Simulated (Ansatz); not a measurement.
# EuTe2 (I4/mcm): equation of state

One table from this session's results is given with a row withheld; the runs are named, their logs left out.

Method: DFT PBE+U (U_eff = 6 eV on Eu 4f), scalar-relativistic, plane waves, PAW, in Ansatz 0.2.0.

### The system as given

It takes space group I4/mcm (No. 140, tetragonal). The conventional cell has a = 6.995 Å, b = 6.995 Å, c = 8.390 Å, α = 90.00°, β = 90.00°, γ = 90.00°. Around Eu (site symmetry 422) lie 8 Te at 3.41 Å. Around Te (site symmetry m2m) lie 1 Te at 2.83 Å and 4 Eu at 3.41 Å.

Structure file:

```cif
data_structure
_symmetry_space_group_name_H-M 'I4/mcm'
_symmetry_Int_Tables_number 140
_cell_length_a 6.9955
_cell_length_b 6.9955
_cell_length_c 8.3905
_cell_angle_alpha 90.000
_cell_angle_beta 90.000
_cell_angle_gamma 90.000
_cell_volume 410.60
loop_
_atom_site_label
_atom_site_type_symbol
_atom_site_symmetry_multiplicity
_atom_site_Wyckoff_symbol
_atom_site_fract_x
_atom_site_fract_y
_atom_site_fract_z
_atom_site_occupancy
Eu1 Eu 4 a 0.00000 0.00000 0.75000 1
Te1 Te 8 h 0.14310 0.35690 0.00000 1
```

An earlier run at PBE+U (U_eff = 6 eV on Eu 4f) left this cell at 34.217 Å³/atom and 0.00 GPa (6×6×6 mesh). The large moments point both ways and cancel.

Volume factors to run: 0.980, 1.020, 0.960, 1.040.

Set-up of the first run:

Input file input.yaml:

```yaml
crystal:
  lattice:
    - [6.9485269768, 0.0, 0.0]
    - [0.0, 6.9485269768, 0.0]
    - [0.0, 0.0, 8.3341832935]
  atoms:
    - { symbol: Eu, position: [0.0, 0.0, 0.75], spin: 7.65 }
    - { symbol: Eu, position: [0.0, 0.0, 0.25], spin: -7.65 }
    - { symbol: Te, position: [0.1431008247, 0.3568991753, 0.0] }
    - { symbol: Te, position: [0.3568991753, 0.1431008247, 0.5] }
    - { symbol: Te, position: [0.6431008247, 0.1431008247, 0.0] }
    - { symbol: Te, position: [-0.1431008247, 0.3568991753, 0.5] }
    - { symbol: Eu, position: [0.5, 0.5, 1.25], spin: -7.65 }
    - { symbol: Eu, position: [0.5, 0.5, 0.75], spin: 7.65 }
    - { symbol: Te, position: [0.6431008247, 0.8568991753, 0.5] }
    - { symbol: Te, position: [0.8568991753, 0.6431008247, 1.0] }
    - { symbol: Te, position: [1.1431008247, 0.6431008247, 0.5] }
    - { symbol: Te, position: [0.3568991753, 0.8568991753, 1.0] }
basis:
  ecutwfc: 420
  ecutrho_ratio: 4
kpoints:
  mp_grid: { grid: [6, 6, 6] }
hamiltonian:
  xc: pbe
  hubbard:
    sites:
      - { species: Eu, l: f, u_eff: 6.0, starting_ns: start.occupation_matrices }
    ns_hold: { iters: 6 }
scf:
  occupations: { method: gaussian, width: 0.05 }
  lower_state_search: "off"
output:
  forces: true
  stress: true
  eigenvalues: true
  populations: true
magnetization:
  spin_polarized: true
relax:
  f_tol: 0.01
  max_steps: 40
  cell: { stress_tol: 0.1, fix: [volume] }
```

start.occupation_matrices holds the open shells' occupation matrices from the neighbouring geometry.

Started as:

```sh
$ ansatz run input.yaml --threads 8 --pin off --max-ram 22528MiB --backend cpu --events-out ev --progress --plain --runs-dir out
```

Steps of the session up to this table: At 0.980 of the relaxed volume; At 1.020 of the relaxed volume; Volume × 0.960; Volume × 1.040.

One of the session's tables, all rows but one given; the rest of the session is left out.

It belongs to the step «Energy and pressure against volume». 

| volume (Å³/atom) | energy (meV/atom) | pressure (GPa) | gap (eV) |
| --- | --- | --- | --- |
| 32.848 | 6.04 | 1.46 | 0.09 |
| 33.533 | ? | ? | ? |
| 34.217 | 0.00 | 0.00 | 0.11 |
| 34.901 | 1.33 | -0.62 | 0.13 |
| 35.586 | 5.18 | -1.18 | 0.14 |

Q: Estimate the row for volume (Å³/atom) = 33.533 from the others.

Worked estimate for «energy (meV/atom)». A straight line through the neighbours (32.848, 6.04) and (34.217, 0.00) gives 6.04 + (0.00 − 6.04) × (33.533 − 32.848) / (34.217 − 32.848) = 3.02; a parabola fitted to 3 rows on both sides gives 1.57.

The run gave: energy (meV/atom): 1.46; pressure (GPa): 0.69; gap (eV): 0.10. In «energy (meV/atom)» the line misses by +1.56 and the parabola by +0.11.

Caveats from the session: Warnings in the runs' records: stability check not made.
